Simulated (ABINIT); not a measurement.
Runs of ABINIT 10.8.3 (patched build) on Al2Cl. Symmetry: Fm-3m, No. 225, cubic system. Conventional cell: a = 6.317 Å, b = 6.317 Å, c = 6.317 Å, α = 90.00°, β = 90.00°, γ = 90.00°. Al (site symmetry -43m) is surrounded by 4 Cl at 2.74 Å. Cl (site symmetry m-3m) is surrounded by 8 Al at 2.74 Å. The cell was built by a generator and needn't be a form met in nature.

| task | level | potentials or basis | cell | k mesh | cutoff (eV) | cutoff smearing ecutsm (Ha) | bands in the sums | broadening (eV) | scissor shift (eV) | tensor components | gap on the mesh (eV) | pressure (GPa) |
| --- | --- | --- | --- | --- | --- | --- | --- | --- | --- | --- | --- | --- |
| optical spectrum | WC | PseudoDojo NC SR PBEsol v0.4.1 standard | cell relaxed at zero pressure by an earlier run | 6 × 6 × 6, with 4 shifts | 789 | 0.5 | 12 | 0.2 | 0 | [11] | - | 0.1 |
| single point | RPBE | PseudoDojo NC SR PBE v0.4 stringent | as given | 5 × 5 × 5 | 680 | - | - | - | - | - | none | (a) |
| single point | WC | PseudoDojo NC SR PBEsol v0.4.1 standard | cell relaxed | 5 × 5 × 5 | 789 | - | - | - | - | - | none | 0.0 |
| relaxation of cell and atoms | WC | PseudoDojo NC SR PBEsol v0.4.1 standard | relaxed | 5 × 5 × 5 | 789 | 0.5 | - | - | - | - | none | 0.0 |

Alike in all rows: no spin polarisation; smearing fermi-dirac 0.05 eV.

Question: Estimate the missing entries.

Answer: (a) 10.7.

Caveats: the potentials were made for another functional, which shifts forces and pressure; an odd number of electrons without spin polarisation forces a metal (some runs); a magnetic or distorted state may lie lower (some runs); the intraband (Drude) term is left out (some runs); spectra need much finer meshes, so this one isn't converged (some runs); independent-particle spectra lack excitons (some runs); the cutoff is short for stress, so the pressure is rough (some runs).

A gap of «none» marks a metal or a gap under the smearing width.
